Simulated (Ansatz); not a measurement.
# C7H4O2: the cost of one run

Program: Ansatz 0.2.0 through its Python package. Level of theory: Hartree-Fock/6-31G*. These are calculated values, not measurements.

## (1) The system

Bond lengths: O1–C2 1.177 Å, C2–C3 1.299 Å, C3–C4 1.451 Å, C4–C5 1.341 Å, C5–C6 1.445 Å, C6–C7 1.341 Å, C3–C8 1.488 Å, C7–C8 1.488 Å, C8–O9 1.224 Å, C4–H10 1.087 Å, C5–H11 1.087 Å, C6–H12 1.087 Å, C7–H13 1.083 Å. Angles (14 of 19 angles, heavy atoms first): O1–C2–C3 177.3°, C2–C3–C4 121.5°, C2–C3–C8 119.1°, C4–C3–C8 119.4°, C3–C4–C5 120.6°, C4–C5–C6 121.2°, C5–C6–C7 122.2°, C6–C7–C8 120.7°, C3–C8–C7 115.9°, C3–C8–O9 123.8°, C7–C8–O9 120.2°, C3–C4–H10 118.8°, C5–C4–H10 120.6°, C4–C5–H11 120.9°.

No structure file is read: the coordinates are typed or built in the script.

## (2) Script

freq.py

```python
# -*- coding: utf-8 -*-
"""Vibrations and zero-point energy of C7H4O2."""

import itertools
import warnings

import ansatz as az
from ase.data import atomic_numbers, covalent_radii
import numpy as np

warnings.simplefilter("ignore", az.DeckWarning)

geometry_ang = [
    ("O", [3.556, 0.497, -0.1866]),
    ("C", [2.3887, 0.3652, -0.1189]),
    ("C", [1.1071, 0.1598, -0.057]),
    ("C", [0.5394, -1.1571, -0.2806]),
    ("C", [-0.7859, -1.3505, -0.2128]),
    ("C", [-1.6863, -0.26, 0.0835]),
    ("C", [-1.2483, 0.9879, 0.3035]),
    ("C", [0.205, 1.3027, 0.2501]),
    ("O", [0.5963, 2.4452, 0.4523]),
    ("H", [1.208, -1.9848, -0.5043]),
    ("H", [-1.2152, -2.3351, -0.3796]),
    ("H", [-2.7495, -0.4822, 0.1242]),
    ("H", [-1.9153, 1.8117, 0.5262]),
]
c7h4o2 = az.Crystal.molecule()
for symbol, xyz in geometry_ang:
    c7h4o2 = c7h4o2.atom(symbol, xyz)

job = c7h4o2.calculation()
job = job.basis(gaussian="6-31G*")
job = job.functional("hf")
symbols = [site.symbol for site in c7h4o2.cartesian_sites]
start = np.array([site.position_ang for site in c7h4o2.cartesian_sites], dtype=float)
def progress(event):
    if event["event"] == "relax_step":
        row = event["data"]
        print(f"step {row['step']:3d}  E = {row['lagrangian_ev']:.6f} eV  largest force component {row['allowed_force_max_ev_ang']:.4f} eV/A")


data = job.relax(force_tolerance=0.003, max_steps=100).session().plan().execute(on_event=progress).report
end = np.array(data["positions_ang"])

# pairs closer than 1.2 times the sum of covalent radii, before or after
radius = [covalent_radii[atomic_numbers[s]] for s in symbols]
span = lambda where, i, j: np.linalg.norm(where[i] - where[j])
bonded = [(i, j) for i, j in itertools.combinations(range(len(symbols)), 2) if min(span(start, i, j), span(end, i, j)) < 1.2 * (radius[i] + radius[j])]
print("pair        before    after (A)")
for i, j in bonded:
    print(f"{symbols[i]}{i}-{symbols[j]}{j}".ljust(10), f"{span(start, i, j):8.4f} {span(end, i, j):8.4f}")

# frequencies need a stationary point, so they are taken at the relaxed geometry
minimum = az.Crystal.molecule()
for symbol, place in zip(symbols, end):
    minimum = minimum.atom(symbol, place.tolist())
vibrating = minimum.calculation()
vibrating = vibrating.basis(gaussian="6-31G*")
vibrating = vibrating.functional("hf").phonons(temperatures=(298.15, 498.15, 100))
vib = vibrating.run(threads=1).report["vibrations"]
sums = vib["harmonic_sums"]
modes = [m["omega_inv_cm"] for m in sums["modes_at_gamma"] if m["rigid_motion"] == "no"]
for number, w in enumerate(modes, start=1):
    print(f"mode {number:2d} {w:9.1f} 1/cm {w / 8065.544 * 1000:8.2f} meV")
print("imaginary modes:", sum(w < 0 for w in modes), " zero-point energy:", round(sums["zero_point_energy_ev"], 4), "eV")
print("T (K)   F_vib (eV)   S_vib (meV/K)   C_vib (meV/K)")
for row in zip(sums["temperatures_k"], sums["vibrational_free_energy_ev"], vib["entropy_ev_per_k"], vib["heat_capacity_ev_per_k"]):
    print(f"{row[0]:6.1f} {row[1]:11.4f} {1000 * row[2]:13.4f} {1000 * row[3]:15.4f}")
```

## (3) The run

Run with:

```bash
python freq.py
```

What time and memory should one allow on 1 thread of Intel Xeon 6975P-C (Granite Rapids), shared host?

About 4.8 min, with a peak of 0.45 GiB.
